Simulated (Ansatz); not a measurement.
# FH6N3Ti: small, medium and large basis sets

Aim: see how fast density functionals converge with the basis set for FH6N3Ti.

The runs use Ansatz 0.2.0, Gaussian basis; one geometry, several basis sets.

Levels to be run: PBE0-D4/def2-SVP; ωB97M-V/def2-SVP; PBE0-D4/def2-QZVPP; ωB97M-V/def2-QZVPP; the functionals' def2-TZVPP values are taken from earlier runs.

## Step 1: Structure used throughout

All runs share one geometry, relaxed beforehand with PBE0-D4 in a triple-zeta def2 set.

SMILES `[NH2][Ti]([NH2])([NH2])[F]`, 11 atoms, charge 0, spin multiplicity 1.

Atoms are counted from 1 here; the program's logs count them from 0.

Bond lengths: N1–Ti2 1.880 Å, N1–H6 1.011 Å, N1–H7 1.009 Å, Ti2–N3 1.880 Å, Ti2–N4 1.880 Å, Ti2–F5 1.782 Å, N3–H8 1.011 Å, N3–H9 1.009 Å, N4–H10 1.011 Å, N4–H11 1.009 Å. Angles: Ti2–N1–H6 123.6°, Ti2–N1–H7 125.3°, H6–N1–H7 110.4°, N1–Ti2–N3 107.1°, N1–Ti2–N4 107.1°, N1–Ti2–F5 111.8°, N3–Ti2–N4 107.1°, N3–Ti2–F5 111.8°, N4–Ti2–F5 111.8°, Ti2–N3–H8 123.6°, Ti2–N3–H9 125.3°, H8–N3–H9 110.4°, Ti2–N4–H10 123.6°, Ti2–N4–H11 125.3°, H10–N4–H11 110.4°.

Coordinates:

```xyz
11
FH6N3Ti
N    -1.5717    0.7539    0.1612
Ti    0.2719    0.3835    0.1525
N     0.5390   -1.1149    1.2567
N     0.7224   -0.1341   -1.5982
F     1.2300    1.7840    0.6954
H    -2.0293    1.3009    0.8783
H    -2.2067    0.5734   -0.6019
H     1.4365   -1.3689    1.6477
H    -0.1927   -1.6806    1.6602
H     0.9306    0.5215   -2.3396
H     0.9354   -1.0757   -1.8916
```

## Step 2: PBE0-D4 in def2-SVP

File in.yaml:

```yaml
crystal:
  periodic: [false, false, false]
  atoms:
    - {symbol: N, position_ang: [-1.571693, 0.753854, 0.161176]}
    - {symbol: Ti, position_ang: [0.271872, 0.383492, 0.152546]}
    - {symbol: N, position_ang: [0.539024, -1.114939, 1.256746]}
    - {symbol: N, position_ang: [0.722423, -0.134068, -1.598213]}
    - {symbol: F, position_ang: [1.229950, 1.784009, 0.695439]}
    - {symbol: H, position_ang: [-2.029258, 1.300905, 0.878259]}
    - {symbol: H, position_ang: [-2.206686, 0.573396, -0.601898]}
    - {symbol: H, position_ang: [1.436531, -1.368929, 1.647668]}
    - {symbol: H, position_ang: [-0.192672, -1.680566, 1.660162]}
    - {symbol: H, position_ang: [0.930600, 0.521503, -2.339647]}
    - {symbol: H, position_ang: [0.935410, -1.075658, -1.891635]}
basis:
  gaussian: {orbitals: def2-SVP}
hamiltonian: {xc: pbe0, dispersion: d4}
output: {orbitals: {seedname: orbitals}}
```

Run with:

```console
ansatz run in.yaml --threads 4 --pin off --events-out ev --progress --plain --max-ram 10444MiB
```

Further steps of the session: ωB97M-V in def2-SVP; PBE0-D4 in def2-QZVPP; ωB97M-V in def2-QZVPP.

**Question.** What will the summary of the whole plan be? Wanted: PBE0-D4: double and triple zeta above quadruple; ωB97M-V: double and triple zeta above quadruple.

As calculated:

```
                                       quantity           value
PBE0-D4: double and triple zeta above quadruple  13.00, 0.87 eV
ωB97M-V: double and triple zeta above quadruple  13.21, 0.81 eV
```

PBE0-D4 gains 12.13 eV from double to triple zeta, then 0.87 eV more. These are total energies; as a rule much of such shifts cancels in differences, which this series doesn't test.
